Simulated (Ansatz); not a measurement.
Crystal: SnSe2.

```
Sn Se
1.0
     3.81100    0.00000    0.00000
    -1.90550    3.30042    0.00000
     0.00000    0.00000    6.13600
Sn Se
1 2
Direct
  0.00000 0.00000 0.00000
  0.66667 0.33333 0.75100
  0.33333 0.66667 0.24900
```

* Program: Ansatz 0.2.0
* Task: relaxation of cell and atoms
* Functional: r2SCAN
* Dispersion: rVV10
* Potentials or basis: Ansatz PAW
* Cutoff: 500 eV (not typed: the program's choice for these potentials)
* k mesh: 8 × 8 × 5
* Occupations: fermi-dirac, width 0.05 eV
* Spin: no spin polarisation

At the start: volume 25.73 Å³/atom.

Problem. How do energy, volume and symmetry change on relaxing?

Solution. It ends after 5 steps and the volume is 26.32 Å³/atom (+2.3 %); space group P-3m1 (No. 164, to 0.05 Å).

Step by step:
```tsv
step	energy change (eV)	largest force (eV/Å)	volume (Å³)
1	0.0000	0.5497	77.18
2	-0.0298	0.0624	78.97
3	-0.0304	0.0039	78.90
4	-0.0305	0.0030	78.95
5	-0.0306	0.0029	78.95
```

Final structure:
```
Sn Se
1.0
     3.82646    0.00000    0.00000
    -1.91323    3.31381    0.00000
     0.00000    0.00000    6.22659
Sn Se
1 2
Direct
  0.00000 0.00000 0.00000
  0.66667 0.33333 0.74701
  0.33333 0.66667 0.25299
```

Caveat: the plane-wave basis is chosen anew once the cell has moved, so the energies of steps on either side of that aren't comparable; the PAW data sets come from PBE, with cores solved anew for the run's functional, which leaves a small shift of forces and pressure.
